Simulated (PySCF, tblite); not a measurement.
# C4H11NOSi: geometry, infrared bands and NMR shifts

What infrared bands and NMR shifts should C4H11NOSi (`[H]/N=C/C(C)(C)[SiH2]O`) show?

Computed with tblite 0.8.0 and PySCF 2.14.0, with density-fitted response routines of our own, on a single molecule in the gas phase. Atoms count from 0, in the outputs and in this text.

### 1 The starting structure

18 atoms, charge 0, multiplicity 1; geometry from: force field or distance geometry start.

Bonds of the start (Å): C0–C1 1.53, C1–C2 1.51, C1–C3 1.49, C3–N4 1.30, C1–Si5 1.85, Si5–O6 1.72, C0–H7 1.10, C0–H8 1.12, C0–H9 1.12, C2–H10 1.13, C2–H11 1.13, C2–H12 1.08, C3–H13 1.08, N4–H14 1.06, Si5–H15 1.47, Si5–H16 1.49, O6–H17 0.99.

### 2 Relaxing the molecule with GFN2-xTB

Job settings and geometry (Å):

```
{"job": {"kind": "relax", "xc": "GFN2-xTB", "basis": "xTB"}, "charge": 0, "multiplicity": 1}
C     -0.640700    -0.906200     1.252000
C     -0.291100    -0.160100    -0.037600
C     -0.944600    -0.964800    -1.131400
C     -0.869000     1.212300    -0.018600
N     -0.109400     2.132500     0.489900
Si     1.555400    -0.199100    -0.163700
O      2.192100     1.156100    -1.002500
H     -0.191800    -0.369400     2.106800
H     -0.107900    -1.891700     1.171900
H     -1.751200    -1.042000     1.326100
H     -1.430200    -0.295100    -1.898500
H     -1.844500    -1.483700    -0.674900
H     -0.289100    -1.682600    -1.603300
H     -1.865200     1.428700    -0.386500
H     -0.462400     3.128600     0.525600
H      1.989500    -1.487300    -0.713000
H      2.130400    -0.136300     1.211300
H      2.920900     1.566300    -0.465200
```

Started as:

```
OMP_NUM_THREADS=1 python probes_run.py task.json out
```

This one command runs all jobs of the session in turn.

**Question.** This job is followed by: GFN2-xTB harmonic vibrations, gas phase; GIAO PBE0/pcSseg-1 NMR shielding, non-relativistic, gas phase. What will the session give for the following? strongest single infrared mode (GFN2-xTB); zero-point energy (GFN2-xTB); 13C shifts against TMS (PBE0/pcSseg-1, means over atoms taken as alike); 1H shifts against TMS (PBE0/pcSseg-1, means over atoms taken as alike); 15N shifts against NH3 (PBE0/pcSseg-1); 29Si shifts against TMS (PBE0/pcSseg-1); 17O shifts against H2O (PBE0/pcSseg-1); surface potential, 1st and 99th percentile.

The runs gave:

| quantity | value |
| --- | --- |
| strongest single infrared mode (GFN2-xTB) | 944 cm⁻¹, 496 km/mol |
| zero-point energy (GFN2-xTB) | 90.0 kcal/mol |
| 13C shifts against TMS (PBE0/pcSseg-1, means over atoms taken as alike) | 193.4, 33.1, 24.9 ppm |
| 1H shifts against TMS (PBE0/pcSseg-1, means over atoms taken as alike) | 10.30, 8.72, 5.11, 4.68, 1.33 ppm |
| 15N shifts against NH3 (PBE0/pcSseg-1) | 338.7 ppm |
| 29Si shifts against TMS (PBE0/pcSseg-1) | -21.2 ppm |
| 17O shifts against H2O (PBE0/pcSseg-1) | 15.8 ppm |
| surface potential, 1st and 99th percentile | -1.71 V and 1.51 V |

The optimisation took 189 steps and gained 1.006 eV; among the close pairs (by a distance rule), Si5–O6 changed most, from 1.716 to 1.612 Å. No mode is imaginary among the 48: a minimum at this level. The strongest single mode, at 944 cm⁻¹, moves mainly H17 and O6. Unscaled tight-binding wavenumbers are off by several per cent, some by more. Its intensities can rank the bands wrongly. At PBE0/pcSseg-1: The largest span, 603 ppm, is at N4, where the paramagnetic term is -394 ppm. At PBE0/pcSseg-1, counted by nearest atom on the grid, the HOMO lies on N4 26 %; C1 24 %, the LUMO on C3 34 %; N4 28 %.
